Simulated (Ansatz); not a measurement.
# RuS (rocksalt): a single-point run

Aim: a sound single-point run of RuS (rocksalt). The structure is shown as the input types it.

Program: Ansatz 0.2.0. Level of theory: DFT r2SCAN, scalar-relativistic, plane waves, PAW. These are calculated values, not measurements.

1 further run of the same task is left out (it didn't finish). Runs told in other sessions of the task aren't counted.

## (1) The system as given

Symmetry: Fm-3m, No. 225, cubic system. The conventional cell has a = 4.897 Å, b = 4.897 Å, c = 4.897 Å, α = 90.00°, β = 90.00°, γ = 90.00°. Ru (site symmetry m-3m) has 6 S at 2.45 Å in its first shell of neighbours. S (site symmetry m-3m) is surrounded by 6 Ru at 2.45 Å.

As a file:

```cif
data_structure
_symmetry_space_group_name_H-M 'P 1'
_symmetry_Int_Tables_number 1
_cell_length_a 3.4629
_cell_length_b 3.4629
_cell_length_c 3.4629
_cell_angle_alpha 60.000
_cell_angle_beta 60.000
_cell_angle_gamma 60.000
_cell_volume 29.36
loop_
_atom_site_label
_atom_site_type_symbol
_atom_site_fract_x
_atom_site_fract_y
_atom_site_fract_z
_atom_site_occupancy
Ru1 Ru 0.50000 0.50000 0.50000 1
S1 S 0.00000 0.00000 0.00000 1
```

## (2) Running it

input.yaml reads:

```yaml
crystal:
  lattice:
    - [0.0, 2.448642206, 2.448642206]
    - [2.448642206, 0.0, 2.448642206]
    - [2.448642206, 2.448642206, 0.0]
  atoms:
    - { symbol: Ru, position: [0.5, 0.5, 0.5], spin: 2.0 }
    - { symbol: S, position: [0.0, 0.0, 0.0] }
basis:
  ecutwfc: 500
  ecutrho_ratio: 4
kpoints:
  mp_grid: { grid: [12, 12, 12] }
hamiltonian:
  xc: r2scan
scf:
  occupations: { method: gaussian, width: 0.05 }
  max_iter: 100
output:
  forces: true
  stress: true
```

Launch:

```bash
> ansatz run input.yaml --threads 2 --pin off --max-ram 2662MiB --backend cpu --events-out ev --progress --plain --runs-dir out
```

**Question.** How will this run end, and is anything wrong with its input?

Nothing was computed: the input was turned down at the start. The line that matters: «inconsistent input (magnetization.spin_polarized): false but per-atom `spin:`, `per_species`, `initial_magnetization`, `magnetic_field`, or `spin_locking` is set»

Moments need two spin channels, and the input asks for one.

What to do: make the spin settings agree.
